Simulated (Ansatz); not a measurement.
**C₂H₉InS: basis-set convergence**

The task here is to estimate one member of a computed series from the others.

Computed with Ansatz 0.2.0, Gaussian basis. Level: one geometry, several basis sets.

Plan: PBE0-D4/def2-SVP; ωB97M-V/def2-SVP; PBE0-D4/def2-QZVPP; ωB97M-V/def2-QZVPP; the functionals' def2-TZVPP values are taken from earlier runs.

## Structure used throughout

The geometry comes from an earlier relaxation with PBE0-D4 in a triple-zeta def2 set; it is a stationary point, not always the lowest conformer. In takes the def2 core potential; no spin-orbit term is included.

SMILES `C[S+](C)[InH3-]`, 13 atoms, charge 0, spin multiplicity 1.

Atoms are counted from 1 here; the program's logs count them from 0.

Bond lengths: C1–S2 1.796 Å, C1–H5 1.090 Å, C1–H6 1.091 Å, C1–H7 1.090 Å, S2–C3 1.796 Å, S2–In4 2.745 Å, C3–H8 1.090 Å, C3–H9 1.091 Å, C3–H10 1.090 Å, In4–H11 1.738 Å, In4–H12 1.728 Å, In4–H13 1.738 Å. Angles: S2–C1–H5 107.0°, S2–C1–H6 109.9°, S2–C1–H7 110.7°, H5–C1–H6 109.5°, H5–C1–H7 108.9°, H6–C1–H7 110.9°, C1–S2–C3 100.5°, C1–S2–In4 100.9°, C3–S2–In4 100.9°, S2–C3–H8 107.0°, S2–C3–H9 109.9°, S2–C3–H10 110.7°, H8–C3–H9 109.5°, H8–C3–H10 108.9°, H9–C3–H10 110.9°, S2–In4–H11 94.0°, S2–In4–H12 100.4°, S2–In4–H13 93.9° and more.

The first run:

in.yaml reads:

```yaml
crystal:
  periodic: [false, false, false]
  atoms:
    - {symbol: C, position_ang: [-0.467057, 1.562652, -0.561949]}
    - {symbol: S, position_ang: [-0.688589, 0.286219, 0.681658]}
    - {symbol: C, position_ang: [0.946270, 0.263627, 1.424382]}
    - {symbol: In, position_ang: [-0.583700, -1.974104, -0.872683]}
    - {symbol: H, position_ang: [-1.399706, 1.627460, -1.121396]}
    - {symbol: H, position_ang: [-0.265491, 2.519435, -0.079062]}
    - {symbol: H, position_ang: [0.337367, 1.297108, -1.247799]}
    - {symbol: H, position_ang: [0.944671, -0.527043, 2.173965]}
    - {symbol: H, position_ang: [1.147566, 1.220948, 1.906315]}
    - {symbol: H, position_ang: [1.706249, 0.038243, 0.676299]}
    - {symbol: H, position_ang: [-0.588483, -1.090790, -2.369422]}
    - {symbol: H, position_ang: [-2.022883, -2.777000, -0.353865]}
    - {symbol: H, position_ang: [0.954185, -2.481655, -0.241744]}
basis:
  gaussian: {orbitals: def2-SVP}
hamiltonian: {xc: pbe0, dispersion: d4}
output: {orbitals: {seedname: orbitals}}
```

Steps of the session up to this table: PBE0-D4 in def2-SVP; ωB97M-V in def2-SVP; PBE0-D4 in def2-QZVPP; ωB97M-V in def2-QZVPP.

One of the session's tables, all rows but one given; the rest of the session is left out.

It belongs to the step «Density functionals: the series». 

```
functional       basis  HOMO (eV)  LUMO (eV)
   PBE0-D4    def2-SVP          ?          ?
   PBE0-D4  def2-TZVPP      -7.39      -0.22
   PBE0-D4  def2-QZVPP      -7.40      -0.28
   ωB97M-V    def2-SVP      -9.50       1.50
   ωB97M-V  def2-TZVPP      -9.61       1.05
   ωB97M-V  def2-QZVPP      -9.62       0.86
```

Estimate the missing values for PBE0-D4, def2-SVP.

The run gave: HOMO (eV): -7.34; LUMO (eV): -0.03. In the column «HOMO (eV)» it is the highest.
